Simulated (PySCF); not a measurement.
# CH3InN− (SMILES [H][In-]([H])([H])[C]#N): HF/def2-mTZVPP (core potential)

Aim: a structure relaxation of CH3InN−. The job is set up through a Python script.

Program for the calculation: PySCF 2.14.0.

6 further runs of the same task are left out: 3 for a known fault of the program, 1 that didn't finish, 2 set aside as unsound or not needed.

### Step 1. The structure to begin with

CH3InN−: 6 atoms, total charge -1, spin state singlet. As SMILES, `[H][In-]([H])([H])[C]#N`. All atoms were displaced at random from a relaxed shape. The run starts from this shape.

Bond lengths: In1–C2 2.199 Å, C2–N3 1.240 Å, In1–H4 1.677 Å, In1–H5 1.846 Å, In1–H6 1.747 Å. Angles: In1–C2–N3 166.6°, C2–In1–H4 111.9°, C2–In1–H5 97.9°, C2–In1–H6 103.1°, H4–In1–H5 115.7°, H4–In1–H6 117.1°, H5–In1–H6 108.8°.

### Step 2. A structure relaxation at HF/def2-mTZVPP (core potential)

The input, start.xyz:

```xyz
6
CH3InN
In     0.088012    -0.064222    -0.681655
C     -0.064192     0.017063     1.510402
N      0.099256    -0.083538     2.734975
H      1.683216    -0.049809    -1.197393
H     -0.888749     1.456062    -1.059298
H     -0.870498    -1.464744    -1.094735
```

The input, input.py:

```python
from pyscf import gto, scf
from pyscf.geomopt.geometric_solver import kernel as optimise

molecule = gto.M(
    atom='start.xyz',
    basis='def2-mtzvpp',
    max_memory=1860,
    ecp={'In': 'def2-svp'},
    charge=-1,
    verbose=3,
)

myscf = scf.RHF(molecule)
converged, mol_eq = optimise(myscf, maxsteps=50, coordsys='dlc')
print('converged:', converged)
print(mol_eq.tostring())

myscf.reset(mol_eq)
molecule = mol_eq
myscf.kernel()
energy = myscf.e_tot
print(f'total energy: {energy:.8f} hartree')
myscf.analyze()
```

On the command line:

```bash
$ OMP_NUM_THREADS=1 python input.py
```

Standard output:

```text
coordsys                  dlc
maxiter                   50
----------------------------------------------------------
Custom engine selected.
Bonds will be generated from interatomic distances less than 1.20 times sum of covalent radii
12 internal coordinates being used (instead of 18 Cartesians)
Internal coordinate system (atoms numbered from 1):
Distance 1-2
Distance 1-4
Distance 1-5
Distance 1-6
Distance 2-3
Angle 2-1-4
Angle 2-1-5
Angle 2-1-6
Angle 4-1-5
Angle 4-1-6
Angle 5-1-6
LinearAngleX 1-2-3
LinearAngleY 1-2-3
> ===== Optimization Info: ====
> Job type: Energy minimization
> Maximum number of optimization cycles: 50
> Initial / maximum trust radius (Angstrom): 0.100 / 0.300
> Convergence Criteria:
> Will converge when all 5 criteria are reached:
>  |Delta-E| < 1.00e-06
>  RMS-Grad  < 3.00e-04
>  Max-Grad  < 4.50e-04
>  RMS-Disp  < 1.20e-03
>  Max-Disp  < 1.80e-03
> === End Optimization Info ===

Geometry optimization cycle 1
Cartesian coordinates (Angstrom)
 Atom        New coordinates             dX        dY        dZ
  In   0.088012  -0.064222  -0.681655    0.000000  0.000000  0.000000
   C  -0.064192   0.017063   1.510402    0.000000  0.000000  0.000000
   N   0.099256  -0.083538   2.734975    0.000000  0.000000  0.000000
   H   1.683216  -0.049809  -1.197393    0.000000  0.000000  0.000000
[... 16 lines left out ...]
Step    0 : Gradient = 1.243e-01/2.235e-01 (rms/max) Energy = -283.2913456737
[... 126 lines left out ...]
converged SCF energy = -283.320487804478
[... 68 lines left out ...]
total energy: -283.32049424 hartree
[... 6 lines left out ...]
MO #6   energy= -3.44251331767462  occ= 2
[... 5 lines left out ...]
MO #12  energy= -0.825931873128974 occ= 2
[... 5 lines left out ...]
MO #18  energy= -0.221164265600224 occ= 2
[... 5 lines left out ...]
MO #24  energy= 0.3353421031144    occ= 0
[... 5 lines left out ...]
MO #30  energy= 0.497677765063296  occ= 0
[... 5 lines left out ...]
MO #36  energy= 0.621145379675995  occ= 0
[... 5 lines left out ...]
MO #42  energy= 0.829173768905307  occ= 0
[... 5 lines left out ...]
MO #48  energy= 1.09088719803911   occ= 0
[... 5 lines left out ...]
MO #54  energy= 1.39236413943611   occ= 0
[... 5 lines left out ...]
MO #60  energy= 1.90475440490221   occ= 0
[... 5 lines left out ...]
MO #66  energy= 2.27677919643395   occ= 0
MO #67  energy= 2.39114394490517   occ= 0
MO #68  energy= 2.39118129687181   occ= 0
MO #69  energy= 2.43767603618499   occ= 0
MO #70  energy= 2.46491550282654   occ= 0
MO #71  energy= 2.46495400030123   occ= 0
MO #72  energy= 2.50232445669507   occ= 0
MO #73  energy= 2.50236510599498   occ= 0
MO #74  energy= 2.67951746831478   occ= 0
MO #75  energy= 2.72075634885522   occ= 0
MO #76  energy= 2.72076869858658   occ= 0
MO #77  energy= 2.74185150912534   occ= 0
MO #78  energy= 2.93106149964877   occ= 0
MO #79  energy= 2.93107749980766   occ= 0
MO #80  energy= 2.98477687225377   occ= 0
MO #81  energy= 3.18444487578963   occ= 0
MO #82  energy= 3.18445379970801   occ= 0
MO #83  energy= 3.39702161490374   occ= 0
MO #84  energy= 3.51113631972552   occ= 0
MO #85  energy= 3.72143990957989   occ= 0
MO #86  energy= 3.72144857902365   occ= 0
MO #87  energy= 4.67783469978633   occ= 0
MO #88  energy= 23.29228179227     occ= 0
MO #89  energy= 33.2658134973933   occ= 0
MO #90  energy= 38.5256497861677   occ= 0
MO #91  energy= 39.6421639327011   occ= 0
MO #92  energy= 39.642210552774    occ= 0
MO #93  energy= 39.7048597529538   occ= 0
MO #94  energy= 125.814081999109   occ= 0
 ** Mulliken atomic charges  **
charge of    0In =      1.86308
charge of    1C =     -0.58040
charge of    2N =     -0.39497
charge of    3H =     -0.63751
charge of    4H =     -0.62521
charge of    5H =     -0.62500

WARN: System has nonzero charge -1; the dipole moment is origin-dependent.
Location of origin: [0. 0. 0.]

Dipole moment(X, Y, Z, Debye): -0.10322,  0.17235, -3.25960
```

It took 73 s on 1 thread of Arm Neoverse V1, shared host; peak memory 0.21 GiB.

Steps, from the record of the run:

| step | energy from the first frame kept (eV) | largest force (eV/Å) |
| --- | --- | --- |
| 0 | 0.0000 | 11.4913 |
| 1 | -0.7190 | 3.4794 |
| 2 | -0.7726 | 0.8802 |
| 3 | -0.7832 | 0.2956 |
| 4 | -0.7884 | 0.1673 |
| 5 | -0.7913 | 0.2007 |
| 6 | -0.7930 | 0.0880 |
| 7 | -0.7932 | 0.0150 |
| 8 | -0.7932 | 0.0016 |

After the run. Bond lengths: In1–C2 2.290 Å, C2–N3 1.139 Å, In1–H4 1.778 Å, In1–H5 1.778 Å, In1–H6 1.778 Å. Angles: In1–C2–N3 180.0°, C2–In1–H4 105.2°, C2–In1–H5 105.2°, C2–In1–H6 105.2°, H4–In1–H5 113.3°, H4–In1–H6 113.4°, H5–In1–H6 113.4°.

### Step 3. Results

At HF/def2-mTZVPP (core potential):

| quantity | value |
| --- | --- |
| total energy at the end | -283.32049 Eh |
| HOMO energy | -6.02 eV |
| LUMO energy | 5.63 eV |
| HOMO–LUMO gap (to an unbound level, set by the basis) | 11.65 eV |

At the final geometry: Bond lengths: In1–C2 2.290 Å, C2–N3 1.139 Å, In1–H4 1.778 Å, In1–H5 1.778 Å, In1–H6 1.778 Å. Angles: In1–C2–N3 180.0°, C2–In1–H4 105.2°, C2–In1–H5 105.2°, C2–In1–H6 105.2°, H4–In1–H5 113.3°, H4–In1–H6 113.4°, H5–In1–H6 113.4°. The optimisation took 8 steps and changed the energy by -0.793 eV.
